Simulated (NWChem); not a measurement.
**HF/6-31G(d) (spherical functions) run of GaH2O2F (SMILES [OH][Ga]([OH])[F])**

Aim: the vertical singlet–triplet gap of GaH2O2F at HF/6-31G* (spherical functions), from 2 runs. 

The calculation is run with NWChem 7.3.0.

1 further run of the same task is left out (set aside as unsound or not needed).

## 1. The structure to begin with

The species is GaH2O2F (6 atoms), meant as a singlet with charge 0. As SMILES, `[OH][Ga]([OH])[F]`. The coordinates come from a PBE0-D4/def2-TZVP relaxation. This is one conformer, not always the lowest.

Bond lengths: O1–Ga2 1.769 Å, Ga2–O3 1.762 Å, Ga2–F4 1.743 Å, O1–H5 0.960 Å, O3–H6 0.960 Å. Angles: O1–Ga2–O3 123.2°, O1–Ga2–F4 118.9°, O3–Ga2–F4 117.8°, Ga2–O1–H5 113.2°, Ga2–O3–H6 112.9°.

## 2. Energy and gradient at HF/6-31G(d) (spherical functions)

run.py

```python
from ase import Atoms
from ase.calculators.nwchem import NWChem

system = Atoms('OGaOFHH', positions=[
    [-0.297200, 1.351000, -0.574800],
    [-0.068200, -0.342400, -0.117600],
    [0.794400, -0.842300, 1.335300],
    [-0.722600, -1.588800, -1.144800],
    [-0.788800, 1.459000, -1.392800],
    [1.124200, -0.100400, 1.848500],
])

calc = NWChem(
    label='mol',
    theory='scf',
    memory='2200 mb',
    basis='6-31G*',
    basispar='spherical bse',
    scf={'nopen': '0', 'rhf': None, 'thresh': '1e-08', 'maxiter': '80', 'print': 'low'},
)
system.calc = calc

forces = system.get_forces()
print(f"energy = {system.get_potential_energy():.6f} eV")
print("forces (eV/A):")
for s, f in zip(system.symbols, forces):
    print(f"{s:2s} {f[0]:10.5f} {f[1]:10.5f} {f[2]:10.5f}")
```

Started as:

```console
$ export ASE_NWCHEM_COMMAND="nwchem PREFIX.nwi > PREFIX.nwo"
$ python run.py
```

Log:

```text
energy = -59140.577125 eV
forces (eV/A):
O    -0.36181   -0.10639   -0.59285
Ga   -0.16460   -0.43097   -0.25233
O     0.19412    0.66612    0.29141
F     0.17514    0.40371    0.27151
H     0.33897    0.03204    0.55844
H    -0.18188   -0.56446   -0.27619
```

The calculator wrote mol.nwi:

```
title "mol"

permanent_dir mol

scratch_dir mol

start mol

geometry units angstrom nocenter noautosym noautoz
  O  -2.9720000000000002e-01 1.3510000000000000e+00 -5.7479999999999998e-01
  Ga -6.8199999999999997e-02 -3.4239999999999998e-01 -1.1760000000000000e-01
  O  7.9440000000000000e-01 -8.4230000000000005e-01 1.3352999999999999e+00
  F  -7.2260000000000002e-01 -1.5888000000000000e+00 -1.1448000000000000e+00
  H  -7.8879999999999995e-01 1.4590000000000001e+00 -1.3928000000000000e+00
  H  1.1242000000000001e+00 -1.0040000000000000e-01 1.8485000000000000e+00
end

memory 2200 mb

basis spherical bse noprint
   * library 6-31G*
end

scf
  nopen 0
  rhf
  thresh 1e-08
  maxiter 80
  print low
end

task scf gradient
```

mol.nwo, cut to the lines that bear on the results:

```text
[...]
  functions       =    78
[...]
  wavefunction    = RHF
[...]
         Total SCF energy =  -2173.376140137381
      One-electron energy =  -3626.267138178970
      Two-electron energy =   1154.976605154225
 Nuclear repulsion energy =    297.914392887364
        Time for solution =     17.0s
[...]
                         RHF ENERGY GRADIENTS
    atom               coordinates                        gradient
                 x          y          z           x          y          z
   1 O      -0.561627   2.553020  -1.086214    0.007036   0.002069   0.011529
   2 Ga     -0.128879  -0.647042  -0.222232    0.003201   0.008381   0.004907
   3 O       1.501198  -1.591716   2.523351   -0.003775  -0.012954  -0.005667
   4 F      -1.365516  -3.002397  -2.163358   -0.003406  -0.007851  -0.005280
   5 H      -1.490616   2.757110  -2.632010   -0.006592  -0.000623  -0.010860
   6 H       2.124430  -0.189728   3.493158    0.003537   0.010977   0.005371
 Task  times  cpu:       22.9s     wall:       22.9s
 Total times  cpu:       22.9s     wall:       22.9s
```

It took 24 s on 1 thread of Intel Xeon 6975P-C (Granite Rapids), shared host; peak memory 0.097 GiB.

## 3. The triplet: the energy at UHF/6-31G(d) (spherical functions)

fgah2o2.xyz

```xyz
6
FGaH2O2
O     -0.297200     1.351000    -0.574800
Ga    -0.068200    -0.342400    -0.117600
O      0.794400    -0.842300     1.335300
F     -0.722600    -1.588800    -1.144800
H     -0.788800     1.459000    -1.392800
H      1.124200    -0.100400     1.848500
```

fgah2o2.nw

```
start fgah2o2
title "FGaH2O2"
memory total 2200 mb
charge 0

geometry units angstrom noautosym nocenter noautoz
   load fgah2o2.xyz
end

basis spherical bse
   * library 6-31G*
end

scf
   nopen 2
   uhf
   thresh 1e-08
   maxiter 80
end

task scf energy
```

Started as:

```console
$ nwchem fgah2o2.nw > fgah2o2.out
```

Log:

```text
[...]
  functions       =    78
[...]
  wavefunction    = UHF
[...]
         Total SCF energy =  -2173.163877243443
      One electron energy =  -3624.993928698552
      Two electron energy =   1153.915658567745
 Nuclear repulsion energy =    297.914392887365
                       Sz =      1.0000
                 Sz(Sz+1) =      2.0000
                      S^2 =      2.0093
[...]
```

Wall time 74 s (1 thread of Intel Xeon 6975P-C (Granite Rapids), shared host); peak memory 0.097 GiB.

## 4. Results

Level: HF/6-31G* (spherical functions).

| quantity | value |
| --- | --- |
| singlet: total energy | -2173.37614 Eh |
| singlet: largest force on an atom | 0.753 eV/Å |
| triplet: total energy | -2173.16388 Eh |
| triplet: dipole moment | 5.30 D |
| triplet: HOMO energy (highest over α and β) | -5.42 eV |
| triplet: LUMO energy (lowest over α and β) | -1.55 eV |
| triplet: ⟨S²⟩ | 2.009 |
| vertical energy of the triplet above the singlet | 5.776 eV |

What this shows: At this shape the triplet lies 5.78 eV (133 kcal/mol) above the singlet. The largest force (singlet) is 0.75 eV/Å: the shape isn't a stationary point for this species at this level.
